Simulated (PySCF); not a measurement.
Molecule: BCNFH3, in a box.

```
B C N F H
1.0
    13.00000    0.00000    0.00000
     0.00000   12.00000    0.00000
     0.00000    0.00000   11.00000
B C N F H
1 1 1 1 3
Direct
  0.45258 0.57200 0.50557
  0.52332 0.47123 0.52987
  0.49135 0.37851 0.56664
  0.62296 0.48254 0.50202
  0.46430 0.62180 0.41272
  0.37698 0.59020 0.56746
  0.42171 0.37894 0.59416
```

The cell isn't the ideal one: atoms moved at random, drawn with an rms of 0.05 Å.

Base run:

* Program: PySCF 2.14.0
* Functional: SCAN0
* Potentials or basis: cc-pvdz (all-electron)
* k mesh: 1 × 1 × 1
* Occupations: fixed
* Spin: no spin polarisation

Its results: gap between the frontier levels 5.90 eV.

Task: The run is repeated on the same cell with these changes: functional from SCAN0 to PBE. What comes out?

Result: Gap between the frontier levels 2.99 eV.

SCAN0 gives the wider gap, since exact exchange removes part of the self-interaction.

Caveats: this is a molecule in a periodic box at the Γ point, so its band gap is the HOMO-LUMO gap; the basis of atomic orbitals isn't converged, which shifts pressures, moduli and gaps.

